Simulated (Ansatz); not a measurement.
# SrVO3: the cost of one run

Program: Ansatz 0.2.0. Level of theory: DFT PBE+U (U_eff = 3.2 eV on V 3d), scalar-relativistic, plane waves, PAW. These are calculated values, not measurements.

### 1 Starting point

Symmetry: Pm-3m, No. 221, cubic system. Conventional cell: a = 3.841 Å, b = 3.841 Å, c = 3.841 Å, α = 90.00°, β = 90.00°, γ = 90.00°. Around Sr (site symmetry m-3m) lie 12 O at 2.72 Å. Around V (site symmetry m-3m) lie 6 O at 1.92 Å. O (site symmetry 4/mmm) has 2 V at 1.92 Å and 4 Sr at 2.72 Å as nearest neighbours.

Coordinates:

```xyz
5
Lattice="3.8409 0.0000 0.0000 0.0000 3.8409 0.0000 0.0000 0.0000 3.8409" Properties=species:S:1:pos:R:3 pbc="T T T"
Sr    1.9204    1.9204    1.9204
V     0.0000    0.0000    0.0000
O     1.9204    0.0000    0.0000
O     0.0000    1.9204    0.0000
O     0.0000    0.0000    1.9204
```

Starting moments: V 1.00 μB.

### 2 A coarse mesh, to find the state of the open shells

input.yaml

```yaml
crystal:
  lattice:
    - [3.8409, 0.0, 0.0]
    - [0.0, 3.8409, 0.0]
    - [0.0, 0.0, 3.8409]
  atoms:
    - { symbol: Sr, position: [0.5, 0.5, 0.5] }
    - { symbol: V, position: [0.0, 0.0, 0.0], spin: 1.0 }
    - { symbol: O, position: [0.5, 0.0, 0.0] }
    - { symbol: O, position: [0.0, 0.5, 0.0] }
    - { symbol: O, position: [0.0, 0.0, 0.5] }
basis:
  ecutwfc: 420
  ecutrho_ratio: 4
kpoints:
  mp_grid: { grid: [4, 4, 4] }
hamiltonian:
  xc: pbe
  hubbard: { sites: [{ species: V, l: d, u_eff: 3.25 }] }
scf:
  occupations: { method: gaussian, width: 0.05 }
output:
  forces: true
  stress: true
  eigenvalues: true
  populations: true
  hubbard: { sites: [{ species: V, l: d }] }
magnetization:
  spin_polarized: true
```

Launch:

```sh
ansatz run input.yaml --threads 4 --pin off --max-ram 10240MiB --backend cpu --events-out ev --progress --plain --runs-dir out
```

What time and memory should one allow on 4 threads of AMD EPYC (Zen 3), shared host?

About 32 s, with a peak of 0.56 GiB.
